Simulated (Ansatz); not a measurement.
## Sn, space group I4/mmm: a single point, step by step

Computed with Ansatz 0.2.0, Python API.

The script reads `sn.extxyz`:
```text
1
Lattice="-1.59075 1.59075 2.91565 1.59075 -1.59075 2.91565 1.59075 1.59075 -2.91565" Properties=species:S:1:pos:R:3 pbc="T T T"
Sn    0.00000000    0.00000000    0.00000000
```

The cells in order, each with its output:

In [1]:
```python
from pathlib import Path

import ansatz as az
import numpy as np
```

In [2]:
```python
structure = az.Crystal.from_extxyz("sn.extxyz")
```

In [3]:
```python
structure.resolved().tree()["lattice"]
```
Out [3]:
```text
((-1.59075, 1.59075, 2.91565), (1.59075, -1.59075, 2.91565), (1.59075, 1.59075, -2.91565))
```

In [4]:
```python
base = (
    structure.calculation()
    .functional("lda")
    .basis(470)
    .kpoints(11)
    .occupations("cold", width=0.05)
    .band_table()
    .density_of_states(energy_step=0.1, method="smearing", broadening_width=0.15, projected=True)
    .density()
    .electron_localization_function()
    .output_files(volumetric_format="npy")
)
def show(event):
    row = event["data"]
    if event["event"] == "scf_iter" and row.get("harris_foulkes_ev") is not None:
        print(f"  iteration {row['iter']:3d}  Harris-Foulkes {row['harris_foulkes_ev']:.5f} eV  residual {row['dr2_ev']:.2e}")
```

In [5]:
```python
done = base.session().plan().execute(on_event=show)
summary = done.report
```
```text
  iteration   1  Harris-Foulkes -5879.40104 eV  residual 5.74e-03
  iteration   2  Harris-Foulkes -5879.39792 eV  residual 7.40e-04
  iteration   3  Harris-Foulkes -5879.39773 eV  residual 1.50e-05
  iteration   4  Harris-Foulkes -5879.39772 eV  residual 2.33e-07
  iteration   5  Harris-Foulkes -5879.39772 eV  residual 5.11e-08
```

In [6]:
```python
{key: value for key, value in summary.items() if isinstance(value, (int, float)) and "ev" in key}
```
Out [6]:
```text
{'gap_by_band_count_ev': -7.562209847788916,
 'fermi_energy_ev': 9.313076349325167,
 'harris_foulkes_ev': -5879.397724356481,
 'free_energy_ev': -5879.397724289784,
 'internal_energy_ev': -5879.398104908851,
 'lagrangian_ev': -5879.397724289784,
 'energy_sigma0_ev': -5879.397851162806,
 'lagrangian_sigma0_ev': -5879.397851162806,
 'lagrangian_above_aufbau_ev': -8.501745944418745e-05,
 'entropy_ts_ev': -0.00038061906741790525,
 'loop_fermi_energy_ev': 9.313076349325167,
 'occupations_fermi_energy_ev': 9.313076348931695}
```

In [7]:
```python
summary["kpoints_frac"][:4]
```
Out [7]:
```text
[[0.0, 0.0, 0.0], [0.0, 0.0, 0.09090909090909091], [0.0, 0.0, 0.18181818181818182],
 [0.0, 0.0, 0.2727272727272727]]
```

In [8]:
```python
summary["converged"], summary["free_energy_ev"]
```
Out [8]:
```text
(True, -5879.397724289784)
```

In [9]:
```python
for key in ("converged", "n_iterations", "n_electrons", "n_kpoints", "n_pw", "n_symmetry_ops", "free_energy_ev", "fermi_energy_ev"):
    print(f"{key:18s} {summary[key]}")
```
```text
converged          True
n_iterations       5
n_electrons        14.0
n_kpoints          126
n_pw               687
n_symmetry_ops     16
free_energy_ev     -5879.397724289784
fermi_energy_ev    9.313076349325167
```

In [10]:
```python
print("band  energy (eV)  occupation, at k =", summary["kpoints_frac"][0])
for band, (e, occ) in enumerate(zip(summary["eigenvalues_ev"][0], summary["occupations"][0]), start=1):
    print(f"{band:4d} {e:12.4f} {occ:9.4f}")

dos = done.density_of_states()
energy = np.asarray(dos.energies_ev) - dos.fermi_ev
projected = done.projected_density_of_states()
step = energy[1] - energy[0]
for index, site in enumerate(projected.sites):
    for shell in site.shells:
        curve = sum(np.sum(part.g_bin_mean_per_ev, axis=0) for part in shell.curves)
        print(f"site {index} {site.species:2s} {shell.label:3s} filled {curve[energy <= 0].sum() * step:7.3f}  at E_F {np.interp(0, energy, curve):7.3f} /eV")
```
```text
band  energy (eV)  occupation, at k = [0.0, 0.0, 0.0]
   1     -12.1690    2.0000
   2     -12.0796    2.0000
   3     -11.9932    2.0000
   4     -11.9932    2.0000
   5     -11.9095    2.0000
   6      -1.2559    2.0000
   7      15.0017    0.0000
   8      16.5142    0.0000
   9      16.5142    0.0000
  10      19.9830    0.0000
  11      20.4773    0.0000
site 0 Sn 5S  filled   1.733  at E_F   0.090 /eV
site 0 Sn 5P  filled   2.223  at E_F   0.459 /eV
site 0 Sn 4D  filled   9.995  at E_F   0.001 /eV
```

In [11]:
```python
folder = Path(done.write_results("elf"))
elf = np.load(folder / "elf.npy")
peak = np.unravel_index(elf.argmax(), elf.shape)
print(f"largest ELF {elf.max():.3f} at grid fractions", np.round(np.array(peak) / elf.shape, 3))
for level in (0.2, 0.5, 0.7, 0.8, 0.9):
    print(f"share of the cell with ELF over {level}: {np.mean(elf > level):.3f}")
```
```text
largest ELF 0.415 at grid fractions [0.556 0.    0.556]
share of the cell with ELF over 0.2: 0.818
share of the cell with ELF over 0.5: 0.000
share of the cell with ELF over 0.7: 0.000
share of the cell with ELF over 0.8: 0.000
share of the cell with ELF over 0.9: 0.000
```

Caveats:
- Absolute energies stand on the zero of these potentials, so only differences at equal settings mean something. A total without «per atom» is that of the cell as typed.
- The negative TS is no error: cold and Methfessel-Paxton smearing have a generalised entropy.
- The mesh is modest for a metal, so energies can be off by several to tens of meV an atom and pressures by half a GPa or more; differences at equal mesh fare better.
- An absolute Fermi energy rests on an arbitrary zero of the periodic potential and has no direct meaning.
- Projections exist only for the shells that the potentials hold, some of them semicore, and samples at single energies can miss narrow peaks.
- A gap by band count of zero or less means overlapping bands, a metal.
- Grid values close to the nuclei reflect the PAW or pseudopotential construction, not the all-electron fields.
- This isn't the structure that Sn takes at ambient conditions.
- Levels are Kohn-Sham eigenvalues on this mesh, without spin-orbit coupling.
- The computed bands are complete only to about 5.6 eV above the Fermi level; beyond that the density of states is undercounted.
- Hardware and time: 2.9 s on 1 thread of Arm Neoverse V2 (shared host), peak memory 0.38 GiB.

(Lines on the test bed's own set-up are left out of the output.)
